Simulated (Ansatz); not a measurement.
# C3H9AlSi: up Jacob's ladder to CCSD(T)

An exercise on one series of results from a longer session: the logs are not shown, and one member is left open.

The runs use Ansatz 0.2.0, Gaussian basis; functionals in def2-TZVPP, the program's frozen cores in correlated methods.

Levels to be run: PBE-D4, r2SCAN-D4, PBE0-D4, B3LYP-D4, ωB97X-V, ωB97M-V, B2PLYP; CCSD(T)/def2-TZVPP; MP2/def2-QZVPP; extrapolation to the limit.

### Structure used throughout

All runs share one geometry, relaxed beforehand with PBE0-D4 in a triple-zeta def2 set.

SMILES `C/[C]([AlH2])=C\[SiH3]`, 14 atoms, charge 0, spin multiplicity 1.

Atoms are counted from 1 here; the program's logs count them from 0.

Bond lengths: C1–C2 1.499 Å, C1–H6 1.095 Å, C1–H7 1.095 Å, C1–H8 1.095 Å, C2–Al3 1.953 Å, C2–C4 1.347 Å, Al3–H9 1.590 Å, Al3–H10 1.587 Å, C4–Si5 1.875 Å, C4–H11 1.092 Å, Si5–H12 1.489 Å, Si5–H13 1.489 Å, Si5–H14 1.486 Å. Angles: C2–C1–H6 111.0°, C2–C1–H7 113.3°, C2–C1–H8 110.9°, H6–C1–H7 107.7°, H6–C1–H8 106.0°, H7–C1–H8 107.7°, C1–C2–Al3 123.5°, C1–C2–C4 122.1°, Al3–C2–C4 114.4°, C2–Al3–H9 121.9°, C2–Al3–H10 116.6°, H9–Al3–H10 121.4°, C2–C4–Si5 126.3°, C2–C4–H11 118.0°, Si5–C4–H11 115.8°, C4–Si5–H12 111.6°, C4–Si5–H13 111.6°, C4–Si5–H14 108.9° and more.

Set-up of the first run:

Contents of in.yaml:

```yaml
crystal:
  periodic: [false, false, false]
  atoms:
    - {symbol: C, position_ang: [-1.203410, 0.307583, 0.956114]}
    - {symbol: C, position_ang: [0.066592, -0.367295, 0.533026]}
    - {symbol: Al, position_ang: [1.000660, -1.688339, 1.627744]}
    - {symbol: C, position_ang: [0.659332, -0.101546, -0.646456]}
    - {symbol: Si, position_ang: [0.053584, 1.108271, -1.944434]}
    - {symbol: H, position_ang: [-1.065384, 0.846875, 1.898617]}
    - {symbol: H, position_ang: [-1.581351, 1.021342, 0.216841]}
    - {symbol: H, position_ang: [-1.993260, -0.426990, 1.142704]}
    - {symbol: H, position_ang: [0.463118, -2.125773, 3.059073]}
    - {symbol: H, position_ang: [2.329373, -2.306651, 1.018102]}
    - {symbol: H, position_ang: [1.582165, -0.633425, -0.887031]}
    - {symbol: H, position_ang: [-0.040238, 2.492114, -1.403096]}
    - {symbol: H, position_ang: [-1.292339, 0.732436, -2.458621]}
    - {symbol: H, position_ang: [1.008356, 1.111996, -3.083684]}
basis:
  gaussian: {orbitals: def2-TZVPP}
hamiltonian: {xc: pbe, dispersion: d4}
output: {forces: true, orbitals: {seedname: orbitals}}
```

On the command line:

```sh
ansatz run in.yaml --threads 4 --pin off --events-out ev --progress --plain --max-ram 10444MiB
```

Steps of the session up to this table: PBE-D4 (GGA); r2SCAN-D4 (meta-GGA); PBE0-D4 (hybrid); B3LYP-D4 (hybrid); ωB97X-V (range-separated); ωB97M-V (range-separated); B2PLYP (double hybrid); CCSD(T) in def2-TZVPP; MP2 in def2-QZVPP.

One table of the session follows, with a row left open; its other results are not shown here.

It belongs to the step «Atomisation energies». 

| method | atomisation energy (kcal/mol) |
| --- | --- |
| PBE-D4 | 1179.0 |
| r2SCAN-D4 | 1172.6 |
| PBE0-D4 | 1169.1 |
| B3LYP-D4 | ? |
| ωB97X-V | 1174.3 |
| ωB97M-V | 1172.9 |
| B2PLYP | 1157.4 |
| HF/def2-TZVPP | 888.1 |
| MP2/def2-TZVPP | 1150.3 |
| CCSD/def2-TZVPP | 1130.1 |
| CCSD(T)/def2-TZVPP | 1144.1 |
| MP2/CBS | 1176.7 |
| CCSD(T)/CBS | 1170.6 |

**Question.** Estimate the row for B3LYP-D4.

**Answer.** atomisation energy (kcal/mol): 1171.6. In the column «atomisation energy (kcal/mol)» it lies between CCSD(T)/CBS (1170.6) and r2SCAN-D4 (1172.6).
